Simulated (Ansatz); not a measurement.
# ClH3SeSn: a ladder of functionals and wavefunction methods

One table from this session's results is given with a row withheld; the runs are named, their logs left out.

Method: functionals in def2-TZVPP, the program's frozen cores in correlated methods; program: Ansatz 0.2.0, Gaussian basis.

Levels to be run: LDA (SPW92), PBE-D4, revPBE-D4, BLYP-D4, r2SCAN-D4, B97M-V, PBE0-D4, B3LYP-D4, r2SCANh-D4, r2SCAN0-D4, HSE06-D4, BHLYP-D4, CAM-B3LYP-D4, LC-ωPBE, ωB97X-V, ωB97M-V, B2PLYP, PBE-QIDH; CCSD(T)/def2-SVP; CCSD(T)/def2-TZVPP; MP2/def2-QZVPP; extrapolation to the limit; RPA on PBE.

## The geometry

An earlier PBE0-D4 in a triple-zeta def2 set relaxation fixed the geometry. Sn takes the def2 core potential; no spin-orbit term is included.

SMILES `[Cl][SnH2][SeH]`, 6 atoms, charge 0, spin multiplicity 1.

Atoms are counted from 1 here; the program's logs count them from 0.

Bond lengths: Cl1–Sn2 2.334 Å, Sn2–Se3 2.513 Å, Sn2–H4 1.698 Å, Sn2–H5 1.700 Å, Se3–H6 1.469 Å. Angles: Cl1–Sn2–Se3 109.4°, Cl1–Sn2–H4 106.5°, Cl1–Sn2–H5 105.2°, Se3–Sn2–H4 108.0°, Se3–Sn2–H5 111.5°, H4–Sn2–H5 115.9°, Sn2–Se3–H6 91.5°.

Set-up of the first run:

in.yaml

```yaml
crystal:
  periodic: [false, false, false]
  atoms:
    - {symbol: Cl, position_ang: [-2.327580, 0.223202, -0.538579]}
    - {symbol: Sn, position_ang: [-0.050404, -0.289189, -0.539968]}
    - {symbol: Se, position_ang: [0.816193, -0.253044, 1.818510]}
    - {symbol: H, position_ang: [0.085869, -1.877981, -1.124716]}
    - {symbol: H, position_ang: [0.678199, 0.917294, -1.489831]}
    - {symbol: H, position_ang: [0.839822, 1.215618, 1.828383]}
basis:
  gaussian: {orbitals: def2-TZVPP}
hamiltonian: {xc: lda}
output: {orbitals: {seedname: orbitals}}
```

Steps of the session up to this table: LDA; PBE-D4 (GGA); revPBE-D4 (GGA); BLYP-D4 (GGA); r2SCAN-D4 (meta-GGA); B97M-V (meta-GGA); PBE0-D4 (hybrid); B3LYP-D4 (hybrid); r2SCANh-D4 (hybrid); r2SCAN0-D4 (hybrid); HSE06-D4 (hybrid); BHLYP-D4 (hybrid); CAM-B3LYP-D4 (range-separated); LC-ωPBE-D4 (range-separated; the results give it without D4); ωB97X-V (range-separated); ωB97M-V (range-separated); B2PLYP (double hybrid); PBE-QIDH (double hybrid).

One of the session's tables, all rows but one given; the rest of the session is left out.

It belongs to the step «Orbital energies across the functionals». 

```
  functional  HOMO (eV)  LUMO (eV)  gap (eV)
 LDA (SPW92)      -6.39      -2.45      3.94
      PBE-D4      -6.26      -2.21      4.05
   revPBE-D4      -6.21      -2.13      4.08
     BLYP-D4      -6.08      -2.16      3.92
   r2SCAN-D4      -6.54      -1.99      4.56
      B97M-V      -6.62      -1.93      4.69
     PBE0-D4      -7.41      -1.34      6.07
    B3LYP-D4      -7.16      -1.63      5.53
  r2SCANh-D4      -6.96      -1.68      5.29
  r2SCAN0-D4      -7.60      -1.21      6.39
    HSE06-D4      -7.02      -1.71      5.31
    BHLYP-D4      -8.40      -0.44      7.96
CAM-B3LYP-D4      -8.68      -0.38      8.30
     LC-ωPBE     -10.06       0.80     10.86
     ωB97X-V      -9.71       0.69     10.39
     ωB97M-V          ?          ?         ?
```

**Question.** Estimate the row for ωB97M-V.

**Answer.** HOMO (eV): -9.56; LUMO (eV): 0.51; gap (eV): 10.07. In the column «HOMO (eV)» it lies between ωB97X-V (-9.71) and CAM-B3LYP-D4 (-8.68).
